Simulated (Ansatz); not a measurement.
# AlFS2: the cost of one run

Program: Ansatz 0.2.0, Gaussian basis. Level of theory: single points in def2-TZVPP. These are calculated values, not measurements.

Levels: PBE-D4, r2SCAN-D4, PBE0-D4, B3LYP-D4, wB97M-V, Hartree-Fock, MP2, CCSD, CCSD(T). The scan takes 124.2, 130.2, 136.2, 142.2, 148.2, 154.2, 160.2, 166.2, 172.2°.

Cores are frozen in the correlated methods. B3LYP uses VWN-RPA correlation.

54 further runs of the same task are left out: 54 set aside as unsound or not needed.

## Step 1: Starting geometry

4 atoms, charge 0, spin multiplicity 1.

Atoms are counted from 1 here; the program's logs count them from 0.

Bond lengths: F1–Al2 1.635 Å, Al2–S3 2.171 Å, Al2–S4 2.171 Å, S3–S4 2.282 Å. Angles: F1–Al2–S3 148.5°, F1–Al2–S4 148.1°, S3–Al2–S4 63.4°, Al2–S3–S4 58.3°, Al2–S4–S3 58.3°.

Coordinates:

```xyz
4

F    -1.0755   -0.2374    1.8463
Al   -0.2591   -0.0558    0.4410
S    -0.1263    0.8777   -1.5141
S     1.4609   -0.5845   -0.7732
```

## Step 2: Relaxation at PBE0-D4

Input file relax/in.yaml:

```yaml
crystal:
  periodic: [false, false, false]
  atoms:
    - {symbol: F, position_ang: [-1.075500, -0.237420, 1.846310]}
    - {symbol: Al, position_ang: [-0.259150, -0.055810, 0.441030]}
    - {symbol: S, position_ang: [-0.126260, 0.877740, -1.514100]}
    - {symbol: S, position_ang: [1.460920, -0.584510, -0.773240]}
basis:
  gaussian: {orbitals: def2-TZVP}
hamiltonian: {xc: pbe0, dispersion: d4}
relax: {f_tol: 0.005, max_steps: 200}
```

Launch:

```console
$ ansatz run in.yaml --threads 2 --pin off --events-out ev --progress --plain --max-ram 4352MiB
```

**Question.** How long does this run take on 2 threads of Arm Neoverse V2, shared host, and how much memory does it need?

About 16 s, with a peak of 0.31 GiB.
